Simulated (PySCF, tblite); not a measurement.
# C₄H₁₀BF₃NP: geometry, infrared bands and NMR shifts

Aim: predict the infrared bands and NMR shifts of C₄H₁₀BF₃NP (`C[P@@+](N)(C1CC1)[B-](F)(F)F`).

The runs use tblite 0.8.0 and PySCF 2.14.0, with density-fitted response routines of our own; the level of theory stands in each step. All values are computed, except where a source is named. Atoms count from 0, in the outputs and in this text.

## 1. Starting geometry

20 atoms, charge 0, multiplicity 1; geometry from: force field or distance geometry start.

Bonds of the start (Å): C0–P1 1.82, P1–N2 1.76, P1–C3 1.80, C3–C4 1.53, C4–C5 1.53, P1–B6 1.88, B6–F7 1.45, B6–F8 1.45, B6–F9 1.45, C5–C3 1.51, C0–H10 1.10, C0–H11 1.12, C0–H12 1.12, N2–H13 1.03, N2–H14 1.05, C3–H15 1.12, C4–H16 1.10, C4–H17 1.11, C5–H18 1.10, C5–H19 1.12.

## 2. Optimising the geometry with GFN2-xTB

Job settings and geometry (Å):

```
{"job": {"kind": "relax", "xc": "GFN2-xTB", "basis": "xTB"}, "charge": 0, "multiplicity": 1}
C     -1.674200    -1.178900    -1.130200
P     -0.688500    -0.063400    -0.087000
N     -1.532100     0.024000     1.455300
C      0.929500    -0.833000     0.123700
C      1.797900    -0.418500     1.310600
C      2.183600    -0.035900    -0.116600
B     -0.530400     1.660800    -0.813200
F      0.140800     2.502900     0.163200
F      0.273700     1.660500    -2.017900
F     -1.806400     2.271200    -1.108900
H     -1.167300    -1.436600    -2.072700
H     -1.826000    -2.114700    -0.529600
H     -2.692400    -0.752500    -1.307400
H     -0.932500     0.315800     2.235300
H     -2.362800     0.646100     1.289200
H      1.024300    -1.896800    -0.198400
H      2.400800    -1.202800     1.796900
H      1.337800     0.370900     1.944900
H      3.023600    -0.563100    -0.594900
H      2.095400     1.054500    -0.345300
```

On the command line:

```
OMP_NUM_THREADS=1 python probes_run.py task.json out
```

The driver reads the jobs from task.json and runs them one after another.

**Question.** This job is followed by: GFN2-xTB harmonic vibrations, gas phase; GIAO PBE0/pcSseg-1 NMR shielding, non-relativistic, gas phase. What will the session give for the following? strongest single infrared mode (GFN2-xTB); zero-point energy (GFN2-xTB); 13C shifts against TMS (PBE0/pcSseg-1); 1H shifts against TMS (PBE0/pcSseg-1, means over atoms taken as alike); 31P shifts against H3PO4 (PBE0/pcSseg-1); 15N shifts against NH3 (PBE0/pcSseg-1); 11B shifts against BF3·OEt2 (PBE0/pcSseg-1); 19F shifts against CFCl3 (PBE0/pcSseg-1, means over atoms taken as alike).

**Answer**, as computed:

| quantity | value |
| --- | --- |
| strongest single infrared mode (GFN2-xTB) | 786 cm⁻¹, 366 km/mol |
| zero-point energy (GFN2-xTB) | 91.2 kcal/mol |
| 13C shifts against TMS (PBE0/pcSseg-1) | 12.9, 10.3, 5.7, 2.5 ppm |
| 1H shifts against TMS (PBE0/pcSseg-1, means over atoms taken as alike) | 1.48, 1.18, 1.14, 0.88, 0.81, 0.76, 0.63 ppm |
| 31P shifts against H3PO4 (PBE0/pcSseg-1) | 26.6 ppm |
| 15N shifts against NH3 (PBE0/pcSseg-1) | 29.6 ppm |
| 11B shifts against BF3·OEt2 (PBE0/pcSseg-1) | -2.3 ppm |
| 19F shifts against CFCl3 (PBE0/pcSseg-1, means over atoms taken as alike) | -149.8 ppm |

The optimisation took 123 steps and gained 0.925 eV; among the close pairs (by a distance rule), P1–B6 changed most, from 1.878 to 2.075 Å. No mode is imaginary among the 54: a minimum at this level. The strongest single mode, at 786 cm⁻¹, is spread over several atoms, B6, F9, F7, F8 among them. Unscaled tight-binding wavenumbers are off by several per cent, some by more. Its intensities can rank the bands wrongly. At PBE0/pcSseg-1: Shielding is most anisotropic at F7, F8, F9 (span 90 ppm, paramagnetic term -149 ppm).
